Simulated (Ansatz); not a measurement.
# LaCo2P2: the cost of one run

Method: DFT PBEsol, scalar-relativistic, plane waves, PAW, in Ansatz 0.2.0.

### 1 The starting structure

It takes space group I4/mmm (No. 139, tetragonal). The conventional cell has a = 3.800 Å, b = 3.800 Å, c = 11.014 Å, α = 90.00°, β = 90.00°, γ = 90.00°. La (site symmetry 4/mmm) has 8 P at 3.15 Å and 8 Co at 3.35 Å as nearest neighbours. Co (site symmetry -4m2) is surrounded by 4 P at 2.20 Å. P (site symmetry 4mm) has 4 Co at 2.20 Å and 4 La at 3.15 Å as nearest neighbours.

Structure file:

```xyz
5
Lattice="0.0000 -3.8004 0.0000 3.8004 0.0000 0.0000 -1.9002 1.9002 5.5071" Properties=species:S:1:pos:R:3 pbc="T T T"
La    0.0000    0.0000    0.0000
Co    0.0000   -1.9002    2.7535
Co    1.9002    0.0000    2.7535
P     0.0000    0.0000    3.8588
P     1.9002   -1.9002    1.6483
```

The structure comes from the Materials Project (structure only).

### 2 Ground state at the listed geometry

input.yaml

```yaml
crystal:
  lattice:
    - [0.0, -3.800378647, 0.0]
    - [3.800378647, 0.0, 0.0]
    - [-1.9001893235, 1.9001893235, 5.5070500327]
  atoms:
    - { symbol: La, position: [0.0, 0.0, 0.0] }
    - { symbol: Co, position: [0.75, 0.25, 0.5], spin: 3.0 }
    - { symbol: Co, position: [0.25, 0.75, 0.5], spin: 3.0 }
    - { symbol: P, position: [0.35034909, 0.35034909, 0.70069818] }
    - { symbol: P, position: [0.64965091, 0.64965091, 0.29930182] }
magnetization:
  spin_polarized: true
basis:
  ecutwfc: 420
  fft_grid_basis: typed
kpoints:
  mp_grid: { grid: [10, 10, 10] }
hamiltonian:
  xc: pbesol
  pseudopotentials: { kind: paw }
scf:
  occupations: { method: gaussian, width: 0.05 }
output:
  forces: true
  stress: true
  eigenvalues: true
  bader: true
  write_density: true
  volumetric_format: npy
  populations: true
  elf: true
```

The run is started by

```sh
$ ansatz run input.yaml --threads 2 --pin off --max-ram 4096MiB --backend cpu --events-out ev --progress --plain --runs-dir out
```

Q: Estimate wall time and peak memory on 2 threads of Arm Neoverse N1, shared host.

About 98 s, with a peak of 0.7 GiB.
